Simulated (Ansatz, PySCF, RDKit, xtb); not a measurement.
# Isomers of MoH2S2O2, a sample narrowed down, part 2 of 2

Which of a sample of isomers of MoH2S2O2 is the most stable in the gas at 298.15 K, and what are its properties? The sample is small against all isomers, and the most stable one of this formula need not be in it. One structure proposed beforehand is put among the starts (marked given), to see whether the search confirms or beats it.

xtb, Ansatz and PySCF; isolated molecules.

### Step 12. Putting it together

Energies in kcal/mol from c747b; G adds the thermal terms to the CCSD(T)/def2-SVP + MP2/def2-TZVPP - MP2/def2-SVP energy. The columns left of the relaxed level are at the tight-binding geometries.

```tsv
label	SMILES	spin	HF/STO-3G	r2SCAN-D4/def2-SVP	PBE0-D4/def2-SVP	HF/def2-SVP	MP2/def2-SVP	CCSD(T)/def2-SVP + MP2/def2-TZVPP - MP2/def2-SVP	G	share at equilibrium	T1
c747b	[OH][Mo]([OH])(=[S])=[S]	singlet	0.0	0.0	0.0	0.0	0.0	0.0	0.0	100.0 %	0.024
c851	[OH][Mo]([OH])(=[S])=[S]	triplet	20.5	74.6	32.2	-0.1	69.6	36.5	35.8	< 0.1 %	0.037
c296	[OH][MoH]1([S])[O][S]1 ‡	singlet	18.7	49.7	52.0	57.9	63.4	45.4	43.7	< 0.1 %	0.030
```

‡ marks the bonded skeleton alone, with all bonds drawn single: no Lewis structure was assigned that passes a check against the bond lengths.

Lowest found: c747b, `[OH][Mo]([OH])(=[S])=[S]`, a singlet of point group C2. Bond lengths: Mo1–O2 1.855 Å, Mo1–O3 1.855 Å, Mo1–S4 2.105 Å, Mo1–S5 2.105 Å, O2–H6 0.966 Å, O3–H7 0.966 Å. Angles: O2–Mo1–O3 110.4°, O2–Mo1–S4 110.0°, O2–Mo1–S5 108.4°, O3–Mo1–S4 108.4°, O3–Mo1–S5 110.0°, S4–Mo1–S5 109.6°, Mo1–O2–H6 123.2°, Mo1–O3–H7 123.2°.

```xyz
7

Mo   -0.6986    0.6855   -0.1263
O    -0.2086   -0.6493   -1.3171
O    -0.4771    2.3557   -0.9017
S    -2.7221    0.4640    0.4112
S     0.5089    0.5225    1.5905
H    -0.8465   -1.1588   -1.8331
H     0.2845    2.9234   -0.7273
```

### Step 13. Density, orbitals and dipole (PBE0/def2-TZVPD)

input.yaml reads:

```yaml
crystal:
  periodic: [false, false, false]
  atoms:
    - {symbol: Mo, position_ang: [-0.698647, 0.685502, -0.126327]}
    - {symbol: O, position_ang: [-0.208569, -0.649290, -1.317072]}
    - {symbol: O, position_ang: [-0.477120, 2.355679, -0.901668]}
    - {symbol: S, position_ang: [-2.722116, 0.463969, 0.411222]}
    - {symbol: S, position_ang: [0.508929, 0.522488, 1.590543]}
    - {symbol: H, position_ang: [-0.846486, -1.158761, -1.833055]}
    - {symbol: H, position_ang: [0.284458, 2.923425, -0.727314]}
basis:
  gaussian: {orbitals: def2-TZVPD}
hamiltonian: {xc: pbe0}
output: {forces: true, orbitals: {seedname: orbitals}}
```

Command:

```sh
$ ansatz run input.yaml --threads 2 --pin off --max-ram 5220MiB --events-out events.jsonl --progress --plain --runs-dir runs
```

Standard output (excerpt; [...] marks lines left out):

```text
Warning: RAYON_NUM_THREADS=2 ignored (pool sized by the plan → 2); use --threads N
Functional definition: PBE0
  name "PBE0"
[...]
1478 factors; their error is unknown
[...]
mean field -27648.36710325 eV, -1016.0587503083 hartree, gradient 4.4e-5 eV, S^2 0.000000; 0 other end points of the search recorded, 0 dependent functions left out
[...]
reference -27648.36715831 eV, -1016.0587523316 hartree; 32, 32 occupied and 198, 198 virtual orbitals, 1478 factors
Total energy: -27648.36715831 eV, -1016.0587523316 hartree
Atom 0 at    -0.698647     0.685502    -0.126327 Å, force    -0.102148    -0.048221     0.282687 eV/Å
Atom 1 at    -0.208569    -0.649290    -1.317072 Å, force    -0.014307    -0.211857    -0.202299 eV/Å
Atom 2 at    -0.477120     2.355679    -0.901668 Å, force     0.114627     0.259195    -0.075241 eV/Å
Atom 3 at    -2.722116     0.463969     0.411222 Å, force     0.125341     0.021233    -0.034273 eV/Å
Atom 4 at     0.508929     0.522488     1.590543 Å, force    -0.073450     0.003219    -0.109216 eV/Å
Atom 5 at    -0.846486    -1.158761    -1.833055 Å, force     0.082743     0.129455     0.132304 eV/Å
Atom 6 at     0.284458     2.923425    -0.727314 Å, force    -0.132806    -0.153023     0.006038 eV/Å
Dipole moment:     0.140733     0.066323    -0.388838 e Å
```

Run time: 12 s. Hardware: 2 threads of Arm Neoverse V1, shared host; peak memory 0.72 GiB.

### Step 14. Frequencies after a tight-binding relaxation (GFN2-xTB)

start.xyz reads:

```xyz
7
c747b
Mo    -0.698647     0.685502    -0.126327
O     -0.208569    -0.649290    -1.317072
O     -0.477120     2.355679    -0.901668
S     -2.722116     0.463969     0.411222
S      0.508929     0.522488     1.590543
H     -0.846486    -1.158761    -1.833055
H      0.284458     2.923425    -0.727314
```

Command:

```sh
$ xtb start.xyz --gfn 2 --ohess tight
```

Standard output (excerpt; [...] marks lines left out):

```text
* xtb version 6.7.1
[...]
          :  # basis functions                  40          :
[...]
          :  # electrons                        32          :
[...]
          :  Hamiltonian                  GFN2-xTB          :
[...]
          :  net charge                          0          :
          :  unpaired electrons                  0          :
[...]
   *** convergence criteria satisfied after 16 iterations ***
[...]
   *** GEOMETRY OPTIMIZATION CONVERGED AFTER 19 ITERATIONS ***
[...]
   *** convergence criteria satisfied after 3 iterations ***
[...]
         ::                     SUMMARY                     ::
         :::::::::::::::::::::::::::::::::::::::::::::::::::::
         :: total energy             -17.835419721237 Eh    ::
         :: gradient norm              0.000156143628 Eh/a0 ::
         :: HOMO-LUMO gap              2.019765315392 eV    ::
         ::.................................................::
         :: SCC energy               -17.922436463941 Eh    ::
         :: -> isotropic ES            0.093539807172 Eh    ::
         :: -> anisotropic ES          0.000853670125 Eh    ::
         :: -> anisotropic XC          0.002864058537 Eh    ::
         :: -> dispersion             -0.006668283651 Eh    ::
         :: repulsion energy           0.087016742704 Eh    ::
         :: add. restraining           0.000000000000 Eh    ::
         :: total charge               0.000000000000 e     ::
         :::::::::::::::::::::::::::::::::::::::::::::::::::::
[...]
        16        2.0000           -0.3817282             -10.3874 (HOMO)
        17                         -0.3075032              -8.3676 (LUMO)
[...]
     #   Z          covCN         q      C6AA      α(0)
     1  42          3.447     0.831   352.354    45.163
     2   8          1.609    -0.445    21.769     6.297
     3   8          1.609    -0.445    21.770     6.297
     4  16          0.922    -0.325   153.132    20.931
     5  16          0.922    -0.325   153.127    20.930
     6   1          0.806     0.354     0.578     1.194
     7   1          0.806     0.354     0.578     1.194
[...]
          | TOTAL ENERGY              -17.835419721237 Eh   |
          | TOTAL ENTHALPY            -17.799494210594 Eh   |
          | TOTAL FREE ENERGY         -17.840598308876 Eh   |
          | GRADIENT NORM               0.000156144143 Eh/α |
[...]
```

Wall time 0.25 s (2 threads of Arm Neoverse V1, shared host).

### Step 15. Electronic excitations (TD-CAM-B3LYP/def2-SVPD)

An in-house driver calls PySCF's response routines at TD-CAM-B3LYP/def2-SVPD; it has no typed input.

Standard output:

```text
coarse grid: 36112 points
cycle   1  E = -1015.7527324254  dE = -7.626e+00  |g| = 1.035e+00  |ddm| = 4.185e+00
cycle   2  E = -1015.4326860620  dE =  3.200e-01  |g| = 1.672e+00  |ddm| = 2.172e+00
cycle   3  E = -1015.9353192448  dE = -5.026e-01  |g| = 3.009e-01  |ddm| = 1.352e+00
cycle   4  E = -1015.9464930280  dE = -1.117e-02  |g| = 2.020e-01  |ddm| = 5.288e-01
cycle   5  E = -1015.9559322217  dE = -9.439e-03  |g| = 6.017e-02  |ddm| = 2.401e-01
cycle   6  E = -1015.9567832024  dE = -8.510e-04  |g| = 7.837e-03  |ddm| = 6.592e-02
cycle   7  E = -1015.9568000390  dE = -1.684e-05  |g| = 1.963e-03  |ddm| = 1.284e-02
cycle   8  E = -1015.9568019822  dE = -1.943e-06  |g| = 3.547e-04  |ddm| = 4.624e-03
final grid: 71056 points
cycle   9  E = -1015.9568178851  dE = -2.210e-07  |g| = 3.126e-04  |ddm| = 2.211e-03
cycle  10  E = -1015.9568178765  dE =  8.611e-09  |g| = 5.629e-04  |ddm| = 9.476e-04
cycle  11  E = -1015.9568179479  dE = -7.139e-08  |g| = 1.562e-04  |ddm| = 5.968e-04
cycle  12  E = -1015.9568179560  dE = -8.103e-09  |g| = 1.038e-04  |ddm| = 2.621e-04
cycle  13  E = -1015.9568179630  dE = -6.962e-09  |g| = 2.147e-05  |ddm| = 2.917e-04
cycle  14  E = -1015.9568179633  dE = -3.402e-10  |g| = 6.522e-06  |ddm| = 6.906e-05
converged SCF energy = -1015.9568179633

Static polarisability (au): isotropic 93.559, principal 74.313 85.121 121.244

Singlet excitations
state   eV       nm        f      main configurations
  1   2.4836    499.2   0.00089   H->L 0.97
  2   3.1062    399.2   0.00607   H->L+1 0.72, H-1->L 0.26
  3   3.6591    338.8   0.00495   H-1->L+1 0.92
  4   3.7092    334.3   0.00047   H-2->L 0.34, H-2->L+1 0.30, H->L+2 0.17
  5   3.9803    311.5   0.00002   H-2->L+1 0.50, H->L+2 0.40
  6   3.9929    310.5   0.04450   H-1->L 0.50, H->L+3 0.22, H->L+1 0.16
  7   4.0986    302.5   0.00003   H-3->L 0.68, H->L+2 0.11, H->L+4 0.09
  8   4.2314    293.0   0.00790   H-2->L 0.37, H->L+2 0.25, H-3->L+1 0.22

Triplet excitations (Tamm-Dancoff, eV): 2.2300 2.4850 2.8448
```

Run time: 13 s. Hardware: 2 threads of Arm Neoverse V1, shared host; peak memory 0.58 GiB.

The roots found:

```tsv
excited state	energy (eV)	strength
1	2.484	0.0009
2	3.106	0.0061
3	3.659	0.0050
4	3.709	0.0005
5	3.980	0.0000
6	3.993	0.0445
7	4.099	0.0000
8	4.231	0.0079
```

### Step 16. The cation at the same geometry (PBE0/def2-TZVPD)

input.yaml reads:

```yaml
crystal:
  periodic: [false, false, false]
  atoms:
    - symbol: Mo
      position_ang: [-0.698647, 0.685502, -0.126327]
    - symbol: O
      position_ang: [-0.208569, -0.649290, -1.317072]
    - symbol: O
      position_ang: [-0.477120, 2.355679, -0.901668]
    - symbol: S
      position_ang: [-2.722116, 0.463969, 0.411222]
    - symbol: S
      position_ang: [0.508929, 0.522488, 1.590543]
    - symbol: H
      position_ang: [-0.846486, -1.158761, -1.833055]
    - symbol: H
      position_ang: [0.284458, 2.923425, -0.727314]
basis:
  gaussian:
    orbitals: def2-TZVPD
total_charge: 1
magnetization:
  spin_polarized: true
  initial_magnetization: 1
hamiltonian:
  xc: pbe0
```

Command:

```sh
$ ansatz run input.yaml --threads 2 --pin off --max-ram 5220MiB --events-out events.jsonl --progress --plain --runs-dir runs
```

Standard output:

```text
Warning: RAYON_NUM_THREADS=2 ignored (pool sized by the plan → 2); use --threads N
Functional definition: PBE0
  name "PBE0"
  parameter a = 0.25
  parameter kappa = 0.804
  parameter beta = 0.06672455060314922
  exchange = (1 - a)*pbe_x(kappa = kappa, mu = beta*pi^2/3) + a*exact_x
  correlation = pbe_c(beta = beta)
1478 factors; their error is unknown
mean field evaluation 1: about -27616.4962 eV, gradient 7.8e1 eV
mean field evaluation 2: about -27404.2574 eV, gradient 2.0e2 eV
mean field evaluation 4: about -27621.5758 eV, gradient 6.7e1 eV
mean field evaluation 8: about -27639.0945 eV, gradient 2.3e-1 eV
mean field evaluation 16: about -27639.2260 eV, gradient 9.9e-3 eV
mean field evaluation 32: about -27639.0909 eV, gradient 1.1e0 eV
mean field -27639.22603113 eV, -1015.7228221037 hartree, gradient 4.7e-5 eV, S^2 0.815161; 4 other end points of the search recorded, 0 dependent functions left out
reference -27639.22607873 eV, -1015.7228238530 hartree; 32, 31 occupied and 198, 199 virtual orbitals, 1478 factors
Total energy: -27639.22607873 eV, -1015.7228238530 hartree
```

Wall time 30 s (2 threads of Arm Neoverse V1, shared host); peak memory 0.91 GiB.

Difference from the parent: 9.14 eV.

### Step 17. The anion at the same geometry (PBE0/def2-TZVPD)

Edit input.yaml of step 16 so:

```diff
@@ -18,9 +18,6 @@
 basis:
-  gaussian:
-    orbitals: def2-TZVPD
-total_charge: 1
-magnetization:
-  spin_polarized: true
-  initial_magnetization: 1
-hamiltonian:
-  xc: pbe0
+  gaussian: {orbitals: def2-TZVPD}
+total_charge: -1
+magnetization: {spin_polarized: true, initial_magnetization: 1}
+hamiltonian: {xc: pbe0}
+scf: {lower_state_search: off}
```

Command:

```sh
$ ansatz run input.yaml --threads 2 --pin off --max-ram 5220MiB --events-out events.jsonl --progress --plain --runs-dir runs
```

Standard output (excerpt; [...] marks lines left out):

```text
Warning: RAYON_NUM_THREADS=2 ignored (pool sized by the plan → 2); use --threads N
Functional definition: PBE0
  name "PBE0"
[...]
1478 factors; their error is unknown
[...]
mean field -27649.89925689 eV, -1016.1150559158 hartree, gradient 7.3e-6 eV, S^2 0.756305; 0 other end points of the search recorded, 0 dependent functions left out
reference -27649.89930736 eV, -1016.1150577706 hartree; 33, 32 occupied and 197, 198 virtual orbitals, 1478 factors
Total energy: -27649.89930736 eV, -1016.1150577706 hartree
Checks for a lower state left out: stability, starts, cluster_reference, orbital_swaps, neighbouring_geometries, increment
```

Wall time 16 s (2 threads of Arm Neoverse V1, shared host); peak memory 0.8 GiB.

Parent less the species with the added electron: 1.53 eV.

### Step 18. The triplet at the same geometry (PBE0/def2-TZVPD)

input.yaml reads:

```yaml
crystal:
  periodic: [false, false, false]
  atoms:
    - {symbol: Mo, position_ang: [-0.698647, 0.685502, -0.126327]}
    - {symbol: O, position_ang: [-0.208569, -0.649290, -1.317072]}
    - {symbol: O, position_ang: [-0.477120, 2.355679, -0.901668]}
    - {symbol: S, position_ang: [-2.722116, 0.463969, 0.411222]}
    - {symbol: S, position_ang: [0.508929, 0.522488, 1.590543]}
    - {symbol: H, position_ang: [-0.846486, -1.158761, -1.833055]}
    - {symbol: H, position_ang: [0.284458, 2.923425, -0.727314]}
basis:
  gaussian:
    orbitals: def2-TZVPD
magnetization:
  spin_polarized: true
  initial_magnetization: 2
hamiltonian:
  xc: pbe0
```

Command:

```sh
$ ansatz run input.yaml --threads 2 --pin off --max-ram 5220MiB --events-out events.jsonl --progress --plain --runs-dir runs
```

Standard output:

```text
Warning: RAYON_NUM_THREADS=2 ignored (pool sized by the plan → 2); use --threads N
Functional definition: PBE0
  name "PBE0"
  parameter a = 0.25
  parameter kappa = 0.804
  parameter beta = 0.06672455060314922
  exchange = (1 - a)*pbe_x(kappa = kappa, mu = beta*pi^2/3) + a*exact_x
  correlation = pbe_c(beta = beta)
1478 factors; their error is unknown
mean field evaluation 1: about -27636.5517 eV, gradient 5.3e1 eV
mean field evaluation 2: about -27568.5373 eV, gradient 1.3e2 eV
mean field evaluation 4: about -27645.9938 eV, gradient 5.6e0 eV
mean field evaluation 8: about -27646.1339 eV, gradient 1.8e-1 eV
mean field evaluation 16: about -27646.2664 eV, gradient 5.8e-2 eV
mean field evaluation 32: about -27646.2684 eV, gradient 9.7e-4 eV
mean field evaluation 64: about -27645.7348 eV, gradient 3.8e0 eV
mean field -27646.26840492 eV, -1015.9816245672 hartree, gradient 1.0e-5 eV, S^2 2.036300; 6 other end points of the search recorded, 0 dependent functions left out
reference -27646.26846418 eV, -1015.9816267447 hartree; 33, 31 occupied and 197, 199 virtual orbitals, 1478 factors
Total energy: -27646.26846418 eV, -1015.9816267447 hartree
```

Run time: 66 s. Hardware: 2 threads of Arm Neoverse V1, shared host; peak memory 1.3 GiB.

It lies 2.10 eV above the singlet.

### Step 19. Summary of results

What follows sums up all 2 parts.

| quantity | value |
| --- | --- |
| lowest structure found | [OH][Mo]([OH])(=[S])=[S], singlet, C2 |
| next finalist | [OH][Mo]([OH])(=[S])=[S], triplet, 35.8 kcal/mol higher in G |
| share at equilibrium, among the finalists | 100.0 % |
| funnel | 8 starts, 5 minima at GFN2-xTB, 6 screening runs, 3 relaxed, 3 ranked |
| CPU time of all runs | 37 min |
| harmonic wavenumbers, lowest and highest (PBE0-D4/def2-SVP) | 182 and 3884 cm⁻¹ |
| rotational constants, same geometry | 0.08132, 0.06163, 0.05342 cm⁻¹ |
| dipole moment (PBE0/def2-TZVPD) | 2.01 D |
| HOMO energy (PBE0/def2-TZVPD) | -7.31 eV |
| LUMO energy (PBE0/def2-TZVPD) | -3.18 eV |
| HOMO–LUMO gap (PBE0/def2-TZVPD) | 4.13 eV |
| lowest excitation (TD-CAM-B3LYP/def2-SVPD) | 2.48 eV (f = 0.001) |
| strongest of the states computed, same level | 3.99 eV (f = 0.044) |
| lowest triplet excitation, same level, Tamm-Dancoff | 2.23 eV |
| vertical ionisation energy | 9.14 eV |
| vertical electron affinity | 1.53 eV |
| vertical triplet less singlet | +2.10 eV |

**Reading.** The search ends on `[OH][Mo]([OH])(=[S])=[S]`. The margin of 35.8 kcal/mol over the next finalist is beyond the usual error of the last level; it says nothing of structures that weren't ranked. HF/STO-3G, r2SCAN-D4/def2-SVP, PBE0-D4/def2-SVP and MP2/def2-SVP already put its bonding pattern lowest among the structures in one piece; HF/def2-SVP favours the triplet [OH][Mo]([OH])(=[S])=[S]. The largest share of the time went into the vibrations (31 %). A large T1 diagnostic among the finalists warns that one reference determinant may not suffice. It concerns: the winner; the finalist [OH][MoH]1([S])[O][S]1 ‡ (singlet). Spin-orbit coupling, which matters for elements this heavy, is left out. The structure proposed beforehand is the winner. Lowest found is not proven lowest: the search is finite, and each finalist counts with one conformer. Only 1 drawn pattern was tried, so whole families of isomers are missing, and the result ranks this sample alone. The lowest isomer need not be the one that is made and kept in a bottle, which depends on barriers.

‡ marks the bonded skeleton alone, with all bonds drawn single: no Lewis structure was assigned that passes a check against the bond lengths.
